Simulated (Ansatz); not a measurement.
# H10N2O2Si: the cost of one run

The runs use Ansatz 0.2.0, Gaussian basis; PBE0-D4/def2-SVP.

29 further runs of the same task are left out: 1 that didn't finish, 28 set aside as unsound or not needed.

## 1. Where the work starts

The first end: 15 atoms, charge 0, spin multiplicity 1.

Atoms are counted from 1 here; the program's logs count them from 0.

Bond lengths: Si1–N2 1.751 Å, Si1–H3 1.491 Å, Si1–H4 1.492 Å, Si1–N5 1.694 Å, N2–H10 1.012 Å, N2–H11 1.012 Å, N5–H12 1.018 Å, N5–H13 1.006 Å, H6–O7 0.979 Å, O7–H14 0.959 Å, H8–O9 0.985 Å, O9–H15 0.959 Å. Angles: N2–Si1–H3 114.4°, N2–Si1–H4 102.3°, N2–Si1–N5 108.0°, H3–Si1–H4 108.1°, H3–Si1–N5 106.3°, H4–Si1–N5 118.1°, Si1–N2–H10 115.6°, Si1–N2–H11 115.3°, H10–N2–H11 108.9°, Si1–N5–H12 122.7°, Si1–N5–H13 119.7°, H12–N5–H13 112.7°, H6–O7–H14 105.4°, H8–O9–H15 106.1°.

As a file:

```mol
H10N2O2Si
  3D, bonds by distance, orders not assigned

 15 12  0  0  0  0  0  0  0  0999 V2000
   -1.0933   -0.3184   -1.2523 Si  0  0
   -0.0236   -1.5709   -0.6595 N   0  0
   -1.5424   -0.5092   -2.6611 H   0  0
   -2.2812   -0.4679   -0.3620 H   0  0
   -0.2499    1.1502   -1.2176 N   0  0
    0.8864    1.0423    1.7209 H   0  0
    0.8180    1.9772    1.4384 O   0  0
    0.5573   -1.0703    1.0378 H   0  0
    0.8723   -0.7270    1.9061 O   0  0
   -0.4458   -2.4813   -0.5277 H   0  0
    0.8402   -1.6813   -1.1757 H   0  0
    0.0942    1.5669   -0.3545 H   0  0
   -0.4029    1.8297   -1.9427 H   0  0
    1.7105    2.3242    1.4869 H   0  0
    0.2600   -1.0642    2.5630 H   0  0
  1  2  8  0
  1  3  8  0
  1  4  8  0
  1  5  8  0
  2 10  8  0
  2 11  8  0
  5 12  8  0
  5 13  8  0
  6  7  8  0
  7 14  8  0
  8  9  8  0
  9 15  8  0
M  END
```

The second end:

```xyz
15

Si   -0.34398    0.40351   -0.83827
N     0.10020   -1.73174   -0.15266
H     0.07876   -0.20552   -2.12796
H    -1.66299    0.04374   -0.25103
N    -0.58486    2.05162   -1.40680
H     0.85755   -0.16800    1.91552
O     0.84274    0.70008    0.32509
H     0.10702   -1.77981    0.86766
O     0.73438   -0.88105    2.57126
H    -0.58518   -2.38466   -0.51307
H     1.01455   -2.02601   -0.47646
H    -1.29197    2.64029   -0.99485
H    -0.51656    2.23323   -2.39503
H     1.09484    1.62400    0.23197
H     0.15550   -0.51968    3.24462
```

## 2. The band at PBE0-D4/def2-SVP

neb/in.yaml reads:

```yaml
crystal:
  periodic: [false, false, false]
  atoms:
    - {symbol: Si, position_ang: [-1.093294, -0.318370, -1.252310]}
    - {symbol: N, position_ang: [-0.023553, -1.570910, -0.659467]}
    - {symbol: H, position_ang: [-1.542415, -0.509213, -2.661108]}
    - {symbol: H, position_ang: [-2.281243, -0.467886, -0.361994]}
    - {symbol: N, position_ang: [-0.249866, 1.150206, -1.217558]}
    - {symbol: H, position_ang: [0.886402, 1.042301, 1.720877]}
    - {symbol: O, position_ang: [0.818025, 1.977188, 1.438400]}
    - {symbol: H, position_ang: [0.557346, -1.070350, 1.037784]}
    - {symbol: O, position_ang: [0.872284, -0.726967, 1.906079]}
    - {symbol: H, position_ang: [-0.445759, -2.481306, -0.527736]}
    - {symbol: H, position_ang: [0.840225, -1.681271, -1.175735]}
    - {symbol: H, position_ang: [0.094229, 1.566876, -0.354463]}
    - {symbol: H, position_ang: [-0.402934, 1.829741, -1.942702]}
    - {symbol: H, position_ang: [1.710537, 2.324190, 1.486914]}
    - {symbol: H, position_ang: [0.260015, -1.064231, 2.563019]}
basis:
  gaussian: {orbitals: def2-SVP}
hamiltonian: {xc: pbe0, dispersion: d4}
neb:
  images: 5
  climbing: true
  max_iterations: 40
  initial_path: idpp
  final_atoms:
    - {symbol: Si, position_ang: [-0.343977, 0.403510, -0.838275]}
    - {symbol: N, position_ang: [0.100198, -1.731735, -0.152658]}
    - {symbol: H, position_ang: [0.078762, -0.205521, -2.127959]}
    - {symbol: H, position_ang: [-1.662994, 0.043736, -0.251033]}
    - {symbol: N, position_ang: [-0.584862, 2.051619, -1.406802]}
    - {symbol: H, position_ang: [0.857545, -0.168001, 1.915516]}
    - {symbol: O, position_ang: [0.842738, 0.700083, 0.325091]}
    - {symbol: H, position_ang: [0.107020, -1.779812, 0.867662]}
    - {symbol: O, position_ang: [0.734383, -0.881051, 2.571263]}
    - {symbol: H, position_ang: [-0.585184, -2.384657, -0.513069]}
    - {symbol: H, position_ang: [1.014551, -2.026009, -0.476456]}
    - {symbol: H, position_ang: [-1.291965, 2.640293, -0.994849]}
    - {symbol: H, position_ang: [-0.516558, 2.233228, -2.395028]}
    - {symbol: H, position_ang: [1.094842, 1.623995, 0.231970]}
    - {symbol: H, position_ang: [0.155503, -0.519680, 3.244624]}
```

The run is started by

```console
ansatz run in.yaml --threads 8 --pin off --events-out ev --progress --plain --max-ram 19148MiB
```

**Question.** How long does this run take on 8 threads of Intel Xeon at 2.50GHz, shared host?

About 4.9 min.
